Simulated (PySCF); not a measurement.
# C6H2FNOS: the cost of one run

Computed with PySCF 2.14.0 and routines of our own; the level stands in each step. Atoms count from 0.

## (1) The system as given

12 atoms, charge 0, multiplicity 1; geometry from: GFN2-xTB.

## (2) Magnetic properties: GIAO B3LYP/pcSseg-1

Job settings and geometry (Å):

```
{"job": {"kind": "mag", "xc": "B3LYP", "basis": "pcSseg-1", "isotopologues": 0}, "charge": 0, "multiplicity": 1}
N     -3.013169     2.154905    -0.244944
C     -2.196384     1.356999    -0.157979
C     -1.184002     0.380797    -0.052023
C     -1.432949    -0.968175     0.075396
S     -0.010772    -1.895005     0.180522
C      0.961628    -0.461186     0.052977
C      2.402378    -0.575317     0.080487
O      3.077684    -1.542611     0.182378
F      2.990309     0.654588    -0.032383
C      0.196988     0.672592    -0.064832
H     -2.395080    -1.442032     0.110354
H      0.604567     1.663759    -0.155980
```

With the program's defaults for keys left out, this is: GIAO B3LYP/pcSseg-1 magnetisability, rotational g tensor and spin-rotation constants, non-relativistic, gas phase.

Launch:

```
OMP_NUM_THREADS=1 python excited_run.py task.json out
```

This one command runs all jobs of the session in turn.

**Question.** How long does this first job take on 1 thread of Arm Neoverse V2, shared host, and how much memory does it need?

About 32 s, with a peak of 0.82 GiB.
